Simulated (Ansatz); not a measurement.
# CH₅ClZn (built from SMILES C.[Cl][ZnH]): a reaction path by the nudged elastic band

What path joins these two structures, and how high does it climb? Both ends were relaxed at PBE0-D4 in triple zeta.

The runs use Ansatz 0.2.0, Gaussian basis; PBE0-D4/def2-SVP.

23 further runs of the same task are left out: 1 that didn't finish, 22 set aside as unsound or not needed.

### 1 The starting structure

The first end: 8 atoms, charge 0, spin multiplicity 1.

Atoms are counted from 1 here; the program's logs count them from 0.

Bond lengths: Zn1–H2 1.521 Å, Zn1–Cl3 2.106 Å, H4–C5 1.091 Å, C5–H6 1.091 Å, C5–H7 1.090 Å, C5–H8 1.091 Å. Angles: H2–Zn1–Cl3 177.6°, H4–C5–H6 110.1°, H4–C5–H7 109.0°, H4–C5–H8 109.6°, H6–C5–H7 109.0°, H6–C5–H8 110.1°, H7–C5–H8 109.0°.

As a file:

```mol
CH5ClZn
  3D, bonds by distance, orders not assigned

  8  6  0  0  0  0  0  0  0  0999 V2000
   -1.0349   -1.1705   -1.3718 Zn  0  0
    0.1230   -2.1488   -1.4926 H   0  0
   -2.6835    0.1357   -1.2608 Cl  0  0
    0.6558   -0.3729    1.2356 H   0  0
    0.7158    0.6345    0.8219 C   0  0
   -0.2848    1.0144    0.6123 H   0  0
    1.1986    1.2880    1.5481 H   0  0
    1.3100    0.6195   -0.0925 H   0  0
  1  2  8  0
  1  3  8  0
  4  5  8  0
  5  6  8  0
  5  7  8  0
  5  8  8  0
M  END
```

The second end:

```xyz
8
CH5ClZn
Zn   -0.83691    0.36419   -0.54768
H     0.12653   -2.51404   -0.81623
Cl   -2.16862   -0.49225   -1.94358
H     0.70078   -2.48927   -0.33804
C     0.36645    1.16516    0.72353
H    -0.16817    1.43387    1.63630
H     1.16335    0.46485    0.97998
H     0.81659    2.06739    0.30583
```

### 2 The band at PBE0-D4/def2-SVP

neb/in.yaml reads:

```yaml
crystal:
  periodic: [false, false, false]
  atoms:
    - {symbol: Zn, position_ang: [-1.034930, -1.170514, -1.371775]}
    - {symbol: H, position_ang: [0.123007, -2.148757, -1.492619]}
    - {symbol: Cl, position_ang: [-2.683471, 0.135699, -1.260809]}
    - {symbol: H, position_ang: [0.655786, -0.372906, 1.235617]}
    - {symbol: C, position_ang: [0.715756, 0.634470, 0.821898]}
    - {symbol: H, position_ang: [-0.284793, 1.014416, 0.612256]}
    - {symbol: H, position_ang: [1.198631, 1.287951, 1.548051]}
    - {symbol: H, position_ang: [1.310015, 0.619541, -0.092520]}
basis:
  gaussian: {orbitals: def2-SVP}
hamiltonian: {xc: pbe0, dispersion: d4}
neb:
  images: 5
  climbing: true
  max_iterations: 40
  initial_path: idpp
  final_atoms:
    - {symbol: Zn, position_ang: [-0.836911, 0.364195, -0.547680]}
    - {symbol: H, position_ang: [0.126529, -2.514044, -0.816230]}
    - {symbol: Cl, position_ang: [-2.168622, -0.492248, -1.943584]}
    - {symbol: H, position_ang: [0.700779, -2.489265, -0.338041]}
    - {symbol: C, position_ang: [0.366455, 1.165161, 0.723533]}
    - {symbol: H, position_ang: [-0.168170, 1.433866, 1.636300]}
    - {symbol: H, position_ang: [1.163352, 0.464846, 0.979975]}
    - {symbol: H, position_ang: [0.816589, 2.067390, 0.305828]}
```

The run is started by

```
$ ansatz run in.yaml --threads 4 --pin off --events-out ev --progress --plain --max-ram 9574MiB
```

What does the calculation give? Wanted: from earlier runs: barrier over the separately found saddle, CCSD(T)/def2-TZVPP.

The runs gave:

| quantity | value |
| --- | --- |
| PBE0-D4/def2-SVP, 31 iterations | highest 52.5 kcal/mol (image 4), last end +10.4 kcal/mol |
| from earlier runs: barrier over the separately found saddle, CCSD(T)/def2-TZVPP | 58.1 kcal/mol |

What this shows: The highest image lies 52.5 kcal/mol above the first end, and it climbed, so it estimates the saddle. The ends are not quite minima at this level (largest force component 0.42 eV/Å), so the heights are unreliable: relaxing the first end would lower it and raise the barrier above it. The highest image is 5.7 kcal/mol below the CCSD(T) barrier in triple zeta, which comes from separate runs on the saddle.
